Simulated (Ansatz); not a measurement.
# GeAsH₂+ (triplet): from Hartree-Fock to the top rungs, cc-pVTZ

The task here is to estimate one member of a computed series from the others.

Method: cc-pVTZ, core rule «outside noble gas», up to 28 orbitals frozen; program: Ansatz 0.2.0, Gaussian basis.

To be run: UHF; CCSD(T) on ROHF; CCSD(T) on UHF; BCCD(T) on ROHF; CCSDT(Q) on ROHF; CCSDT(Q) on UHF; CASSCF and MRCISD+Q, 10 electrons in 10 orbitals; CASSCF and NEVPT2, 10 electrons in 10 orbitals.

5 further runs of the same task are left out: 5 set aside as unsound or not needed.

## The system

The geometry is a PBE0/def2-TZVP stationary point (not a proven minimum) of the parent state, kept for this charge and spin. No spin-orbit coupling is included. The filled d shell of Ge, As may be among the frozen orbitals whatever the setting's name suggests; the logs give the count.

4 atoms, charge 1, spin multiplicity 3.

Atoms are counted from 1 here; the program's logs count them from 0.

Bond lengths: Ge1–As2 2.290 Å, As2–H3 1.504 Å, As2–H4 1.504 Å. Angles: Ge1–As2–H3 128.7°, Ge1–As2–H4 128.7°, H3–As2–H4 102.6°.

Set-up of the first run:

File in.yaml:

```yaml
crystal:
  periodic: [false, false, false]
  atoms:
    - {symbol: Ge, position_ang: [0.000000, 0.000000, 1.190725]}
    - {symbol: As, position_ang: [0.000000, 0.000000, -1.099578]}
    - {symbol: H, position_ang: [0.000000, 1.174203, -2.039879]}
    - {symbol: H, position_ang: [0.000000, -1.174203, -2.039879]}
basis:
  gaussian: {orbitals: cc-pVTZ}
total_charge: 1
magnetization: {spin_polarized: true, initial_magnetization: 2}
hamiltonian: {xc: hf}
output: {orbitals: {seedname: orbitals}}
```

Run with:

```console
$ ansatz run in.yaml --threads 1 --pin off --events-out ev --progress --plain --max-ram 4096MiB --backend cpu
```

Among the steps run: UHF; CCSD(T) on ROHF; CCSD(T) on UHF; BCCD(T) on ROHF; CCSDT(Q) on ROHF; CCSDT(Q) on UHF; CASSCF and MRCISD+Q, 10 electrons in 10 orbitals; CASSCF and NEVPT2, 10 electrons in 10 orbitals.

One of the session's tables, all rows but one given; the rest of the session is left out.

It belongs to the step «Misses and costs». 

| method | from UCCSDT(Q) (kJ/mol) |
| --- | --- |
| ROHF | +605.8 |
| UHF | +586.3 |
| RMP2 | +115.7 |
| UMP2 | +120.4 |
| RCCSD | +27.3 |
| UCCSD | +26.1 |
| RCCSD(T) | +5.2 |
| UCCSD(T) | +4.7 |
| BCCD(T) | +5.2 |
| RCCSDT | +1.6 |
| UCCSDT | +1.0 |
| RCCSDT(Q) | +0.7 |
| UCCSDT(Q) | 0 |
| CASSCF valence | +427.0 |
| NEVPT2 valence | ? |
| MRCISD valence | +36.5 |
| MRCISD+Q valence | +6.3 |

Estimate the missing values for NEVPT2 valence.

The run gave: from UCCSDT(Q) (kJ/mol): +100.1. In the column «from UCCSDT(Q) (kJ/mol)» it lies between MRCISD valence (+36.5) and RMP2 (+115.7).

Limits of these values: Restricted and unrestricted rows rest on different reference determinants; where their highest levels disagree by more than a few hundredths of an eV, they describe different states and don't form one ladder.
